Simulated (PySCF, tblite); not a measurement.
# C2H8BNSi2: geometry, infrared bands and NMR shifts

What infrared bands and NMR shifts should C2H8BNSi2 (`BN1[SiH2]C=C[SiH2]1`) show?

Programs: tblite 0.8.0 and PySCF 2.14.0, with density-fitted response routines of our own. Each step states its level of theory. These are calculated values for one molecule in the gas phase, unless marked as measured. Atoms count from 0, in the outputs and in this text.

### 1 Starting geometry

14 atoms, charge 0, multiplicity 1; geometry from: force field or distance geometry start.

Bonds of the start (Å): B0–N1 1.53, N1–Si2 1.80, Si2–C3 1.83, C3–C4 1.31, C4–Si5 1.83, Si5–N1 1.79, B0–H6 1.17, B0–H7 1.18, Si2–H8 1.48, Si2–H9 1.45, C3–H10 1.11, C4–H11 1.10, Si5–H12 1.48, Si5–H13 1.48.

### 2 Relaxing the molecule with GFN2-xTB

What the job is given:

```
{"job": {"kind": "relax", "xc": "GFN2-xTB", "basis": "xTB"}, "charge": 0, "multiplicity": 1}
B      1.908200     0.377300     0.377200
N      0.935900     0.323100    -0.804400
Si     0.147300    -1.294100    -0.765100
C     -1.186600    -1.028500     0.464700
C     -1.470000     0.241000     0.657000
Si    -0.467100     1.351200    -0.392400
H      1.627500    -0.132900     1.396100
H      2.865300     1.056300     0.247400
H      1.060800    -2.307300    -0.192500
H     -0.339800    -1.631600    -2.087700
H     -1.690300    -1.851400     1.008100
H     -2.244200     0.585700     1.360800
H      0.017200     2.543300     0.332600
H     -1.165000     1.767600    -1.623900
```

Started as:

```
$ OMP_NUM_THREADS=1 python probes_run.py task.json out
```

One launch serves the whole session: the jobs run in the order shown.

**Question.** This job is followed by: GFN2-xTB harmonic vibrations, gas phase; GIAO PBE0/pcSseg-1 NMR shielding, non-relativistic, gas phase. What will the session give for the following? strongest single infrared mode (GFN2-xTB); zero-point energy (GFN2-xTB); ¹³C shifts against TMS (PBE0/pcSseg-1, means over atoms taken as alike); ¹H shifts against TMS (PBE0/pcSseg-1, means over atoms taken as alike); ¹¹B shifts against BF3·OEt2 (PBE0/pcSseg-1); ¹⁵N shifts against NH3 (PBE0/pcSseg-1); ²⁹Si shifts against TMS (PBE0/pcSseg-1, means over atoms taken as alike).

The runs gave:

| quantity | value |
| --- | --- |
| strongest single infrared mode (GFN2-xTB) | 2220 cm⁻¹, 947 km/mol |
| zero-point energy (GFN2-xTB) | 57.3 kcal/mol |
| ¹³C shifts against TMS (PBE0/pcSseg-1, means over atoms taken as alike) | 159.1 ppm |
| ¹H shifts against TMS (PBE0/pcSseg-1, means over atoms taken as alike) | 7.48, 5.69, 5.41 ppm |
| ¹¹B shifts against BF3·OEt2 (PBE0/pcSseg-1) | 47.4 ppm |
| ¹⁵N shifts against NH3 (PBE0/pcSseg-1) | 114.9 ppm |
| ²⁹Si shifts against TMS (PBE0/pcSseg-1, means over atoms taken as alike) | -18.5 ppm |

**Reading.** Relaxing lowered the energy by 1.464 eV in 90 steps; the close pair that moved most is B0–N1, from 1.531 to 1.400 Å. No mode is imaginary among the 36: a minimum at this level. The strongest single mode, at 2220 cm⁻¹, is spread over several atoms, H12, H9, H13, H8 among them. GFN2-xTB is a fitted tight-binding method: band positions and strengths are rough. Its intensities can rank the bands wrongly. The most deshielded hydrogen is H10, H11 (mean) (hydrogen on an alkene CH), at 7.48 ppm: olefinic region.
